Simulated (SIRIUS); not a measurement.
MgS:

```xyz
2
Lattice="0.0000 2.6016 2.6016 2.6016 0.0000 2.6016 2.6016 2.6016 0.0000" Properties=species:S:1:pos:R:3 pbc="T T T"
Mg    2.6014    2.6032    5.1885
S     2.6019    2.6001    2.6165
```

The cell isn't the ideal one: all atoms moved at random.

Base run:

```yaml
Program: SIRIUS 7.10.0
Functional: PBE
Potentials_or_basis: SSSP 1.3.0 PBE efficiency
Cutoff: 828 eV
Density_cutoff: 6645 eV
k_mesh: 5 × 5 × 5
Occupations: fermi-dirac, width 0.05 eV
Spin: no spin polarisation
```

Its results: band gap on the k mesh 3.18 eV; pressure 1.0 GPa; largest force 0.082 eV/Å.

Q: The run is repeated on the same cell with these changes: potentials or basis from SSSP 1.3.0 PBE efficiency to JTH 2.0 PBE (PAW); cutoff from 828 eV to 557 eV; density cutoff from 6645 eV to 5442 eV; valence electrons from 8 to 16. What comes out?

A: Band gap on the k mesh 3.22 eV; pressure 1.5 GPa; largest force 0.105 eV/Å.

Caveats: an odd mesh through Γ misses points on the zone boundary, where band edges often lie.

Not every run made on this cell is shown here.
